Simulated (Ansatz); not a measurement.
**C₂H₈AlFSi: up Jacob's ladder to CCSD(T)**

Aim: compute C₂H₈AlFSi with functionals from several rungs and with coupled cluster, and see how far each lands from CCSD(T) at the basis-set limit for the atomisation energy.

Method: functionals in def2-TZVPP, the program's frozen cores in correlated methods; program: Ansatz 0.2.0, Gaussian basis.

Plan: LDA (SPW92), PBE-D4, revPBE-D4, BLYP-D4, r2SCAN-D4, B97M-V, PBE0-D4, B3LYP-D4, r2SCANh-D4, r2SCAN0-D4, HSE06-D4, BHLYP-D4, CAM-B3LYP-D4, LC-ωPBE, ωB97X-V, ωB97M-V, B2PLYP, PBE-QIDH; CCSD(T)/def2-SVP; CCSD(T)/def2-TZVPP; MP2/def2-QZVPP; extrapolation to the limit; RPA on PBE.

### 1 The geometry

The geometry comes from an earlier relaxation with PBE0-D4 in a triple-zeta def2 set; it is a stationary point, not always the lowest conformer.

13 atoms, charge 0, spin multiplicity 1.

Atoms are counted from 1 here; the program's logs count them from 0.

Bond lengths: F1–Al4 1.672 Å, C2–C3 1.345 Å, C2–H6 1.087 Å, C2–H7 1.086 Å, C3–Si5 1.885 Å, C3–H8 1.089 Å, Al4–H9 1.584 Å, Al4–H10 1.586 Å, Si5–H11 1.480 Å, Si5–H12 1.480 Å, Si5–H13 1.489 Å. Angles: C3–C2–H6 121.5°, C3–C2–H7 122.4°, H6–C2–H7 116.1°, C2–C3–Si5 124.7°, C2–C3–H8 117.4°, Si5–C3–H8 117.4°, F1–Al4–H9 116.6°, F1–Al4–H10 116.2°, H9–Al4–H10 122.1°, C3–Si5–H11 111.1°, C3–Si5–H12 109.4°, C3–Si5–H13 104.9°, H11–Si5–H12 112.5°, H11–Si5–H13 108.7°, H12–Si5–H13 109.9°.

### 2 LDA

This LDA is Slater exchange with PW92 correlation.

The input, in.yaml:

```yaml
crystal:
  periodic: [false, false, false]
  atoms:
    - {symbol: F, position_ang: [0.248526, 0.852335, -1.961606]}
    - {symbol: C, position_ang: [-0.830886, 0.701510, 0.999566]}
    - {symbol: C, position_ang: [-0.099251, -0.412152, 0.814276]}
    - {symbol: Al, position_ang: [-1.131431, 0.096412, -1.395725]}
    - {symbol: Si, position_ang: [1.727083, -0.431784, 0.347073]}
    - {symbol: H, position_ang: [-0.423289, 1.688834, 0.795426]}
    - {symbol: H, position_ang: [-1.841819, 0.673528, 1.395287]}
    - {symbol: H, position_ang: [-0.561963, -1.364435, 1.070239]}
    - {symbol: H, position_ang: [-1.219656, -1.471015, -1.607311]}
    - {symbol: H, position_ang: [-2.426177, 1.003615, -1.270893]}
    - {symbol: H, position_ang: [1.958829, -1.252701, -0.862264]}
    - {symbol: H, position_ang: [2.209322, 0.958183, 0.190022]}
    - {symbol: H, position_ang: [2.411114, -1.077132, 1.500911]}
basis:
  gaussian: {orbitals: def2-TZVPP}
hamiltonian: {xc: lda}
output: {orbitals: {seedname: orbitals}}
```

On the command line:

```console
$ ansatz run in.yaml --threads 4 --pin off --events-out ev --progress --plain --max-ram 10444MiB
```

After this run come: PBE-D4 (GGA); revPBE-D4 (GGA); BLYP-D4 (GGA); r2SCAN-D4 (meta-GGA); B97M-V (meta-GGA); PBE0-D4 (hybrid); B3LYP-D4 (hybrid); r2SCANh-D4 (hybrid); r2SCAN0-D4 (hybrid); HSE06-D4 (hybrid); BHLYP-D4 (hybrid); CAM-B3LYP-D4 (range-separated); LC-ωPBE (range-separated); ωB97X-V (range-separated); ωB97M-V (range-separated); B2PLYP (double hybrid); PBE-QIDH (double hybrid); CCSD(T) in def2-SVP; CCSD(T) in def2-TZVPP; MP2 in def2-QZVPP; RPA on PBE orbitals.

Before running them: what should the planned runs give, taken together? Wanted: atomisation energy, CCSD(T)/CBS; farthest beyond LDA; mean size of error, GGA; mean size of error, meta-GGA; mean size of error, hybrid; mean size of error, range-separated; mean size of error, double hybrid; gap, smallest and largest; T1 diagnostic.

The runs gave:

```
                               quantity                                                                value
        atomisation energy, CCSD(T)/CBS                                                        4491.3 kJ/mol
 functionals within 22.5 kJ/mol (0.5 %)  PBE-D4, r2SCAN-D4, B97M-V, B3LYP-D4, CAM-B3LYP-D4, ωB97X-V, ωB97M-V
                    farthest beyond LDA                                              BHLYP-D4 (-99.1 kJ/mol)
                mean size of error, GGA                                                          40.1 kJ/mol
           mean size of error, meta-GGA                                                          10.2 kJ/mol
             mean size of error, hybrid                                                          48.1 kJ/mol
    mean size of error, range-separated                                                          14.7 kJ/mol
      mean size of error, double hybrid                                                          62.1 kJ/mol
              gap, smallest and largest                            4.06 eV (LDA (SPW92)), 11.41 eV (LC-ωPBE)
                          T1 diagnostic                                                               0.0120
triples share of the correlation energy                                                                3.4 %
```

LDA overbinds by 504.1 kJ/mol (11 %). PBE-D4 misses by -0.6 kJ/mol. Double hybrids carry the basis error of their MP2 part in triple zeta, and no dispersion term here, so their miss is partly the set-up's. The rungs meta-GGA, range-separated miss on average by less than the doubt on the reference (22.5 kJ/mol), so they tie. Misses under about 22.5 kJ/mol are within the doubt on the reference itself, which lacks core-valence correlation, relativity and higher excitations. Hartree-Fock recovers 76 % of the binding; the rest is correlation. CCSD(T) in def2-SVP is off by -234.1 kJ/mol, which most functionals beat. Orbital gaps span 4.1 to 11.4 eV; exact exchange widens them.
